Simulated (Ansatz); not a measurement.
# C (Diamond): the cost of one run

Program: Ansatz 0.2.0. Level of theory: DFT, PBE, plane-wave PAW, default files, scalar-relativistic. These are calculated values, not measurements.

## Step 1: The structure to begin with

The structure is cubic, space group Fd-3m (No. 227). Conventional cell: a = 3.567 Å, b = 3.567 Å, c = 3.567 Å, α = 90.00°, β = 90.00°, γ = 90.00°. Around C (site symmetry -43m) lie 4 C at 1.54 Å.

Structure file:

```
CELL_PARAMETERS angstrom
0.00000 1.78337 1.78337
1.78337 0.00000 1.78337
1.78337 1.78337 0.00000
ATOMIC_POSITIONS crystal
C 0.00000 0.00000 0.00000
C 0.25000 0.25000 0.25000
```

## Step 2: Relaxation of the positions

Input file input.yaml:

```yaml
crystal:
  lattice:
    - [0.0, 1.78337, 1.78337]
    - [1.78337, 0.0, 1.78337]
    - [1.78337, 1.78337, 0.0]
  atoms:
    - { symbol: C, position: [0.0, 0.0, 0.0] }
    - { symbol: C, position: [0.25, 0.25, 0.25] }
kpoints:
  mp_grid: { grid: [13, 13, 13] }
scf:
  occupations: { method: fermi_dirac, width: 0.05 }
hamiltonian:
  xc: pbe
  pseudopotentials: { kind: paw }
output:
  forces: true
  stress: true
  populations: true
  efg: { contact_densities: true }
relax:
  f_tol: 0.02
  max_steps: 60
```

On the command line:

```console
> ansatz run input.yaml --threads 1 --pin off --max-ram 2560MiB --backend cpu --events-out ev --progress --plain --runs-dir out
```

What time and memory should one allow on 1 thread of Arm Neoverse V1, shared host?

About 1.3 s, with a peak of 0.28 GiB.
